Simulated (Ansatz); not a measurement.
**GeClF3: structure and electronic state**

Aim: characterise GeClF3 as a singlet: its structure, frontier levels and distribution of charge.

Computed with Ansatz 0.2.0, Gaussian basis. Level: RKS PBE0-D4/def2-TZVP.

Plan: relaxation at PBE-D4/def2-SVP; a search for the lowest solution at PBE0-D4/def2-SVP; a single point at PBE0-D4/def2-TZVP; harmonic vibrations at PBE-D4/def2-SVP.

**1. The starting structure**

5 atoms, charge 0, spin multiplicity 1.

Atoms are counted from 1 here; the program's logs count them from 0.

Bond lengths: Ge1–Cl2 2.047 Å, Ge1–F3 1.708 Å, Ge1–F4 1.708 Å, Ge1–F5 1.708 Å. Angles: Cl2–Ge1–F3 115.2°, Cl2–Ge1–F4 115.4°, Cl2–Ge1–F5 115.8°, F3–Ge1–F4 102.8°, F3–Ge1–F5 102.9°, F4–Ge1–F5 102.9°.

Geometry (Å):

```mol
ClF3Ge
  3D, bonds by distance, orders not assigned

  5  4  0  0  0  0  0  0  0  0999 V2000
   -0.0018   -0.0023    0.0309 Ge  0  0
    0.0166   -0.0167    2.0780 Cl  0  0
    1.5375    0.0112   -0.7090 F   0  0
   -0.7793    1.3397   -0.6857 F   0  0
   -0.7730   -1.3319   -0.7143 F   0  0
  1  2  8  0
  1  3  8  0
  1  4  8  0
  1  5  8  0
M  END
```

The start is a GFN2-xTB geometry.

**2. Optimising with PBE-D4/def2-SVP**

File in.yaml:

```yaml
crystal:
  periodic: [false, false, false]
  atoms:
    - {symbol: Ge, position_ang: [-0.001840, -0.002290, 0.030920]}
    - {symbol: Cl, position_ang: [0.016630, -0.016680, 2.078000]}
    - {symbol: F, position_ang: [1.537550, 0.011150, -0.708990]}
    - {symbol: F, position_ang: [-0.779350, 1.339700, -0.685670]}
    - {symbol: F, position_ang: [-0.772990, -1.331870, -0.714260]}
basis:
  gaussian: {orbitals: def2-SVP}
hamiltonian: {xc: pbe, dispersion: d4}
scf: {omitted_lower_state_checks: [starts]}
output: {orbitals: {seedname: orbitals}}
relax: {f_tol: 0.02, max_steps: 100}
```

Started as:

```
ansatz run in.yaml --threads 4 --pin off --events-out ev --progress --plain --max-ram 3916MiB
```

The runs that follow: Searching for the lowest solution, PBE0-D4/def2-SVP; Single point, PBE0-D4/def2-TZVP; Harmonic vibrations.

**Question.** What will the summary of the whole plan be? Wanted: point group; commonest bond; HOMO, LUMO at PBE0-D4/def2-TZVP; dipole at PBE-D4/def2-SVP; lowest, highest wavenumber.

The runs gave:

| quantity | value |
| --- | --- |
| point group | C3v |
| commonest bond | F–Ge, 3 of mean length 1.726 Å |
| HOMO, LUMO at PBE0-D4/def2-TZVP | -10.66, -2.27 eV |
| dipole at PBE-D4/def2-SVP | 1.09 D |
| lowest, highest wavenumber | 162, 752 cm⁻¹ |

What this shows: The molecule keeps its bonding pattern by the stored test; the atoms moved 0.07 Å (rms). All wavenumbers are real: a minimum at this level. The HOMO lies nearest to Cl2 91 % and the LUMO to Ge1 36 %; Cl2 26 %.
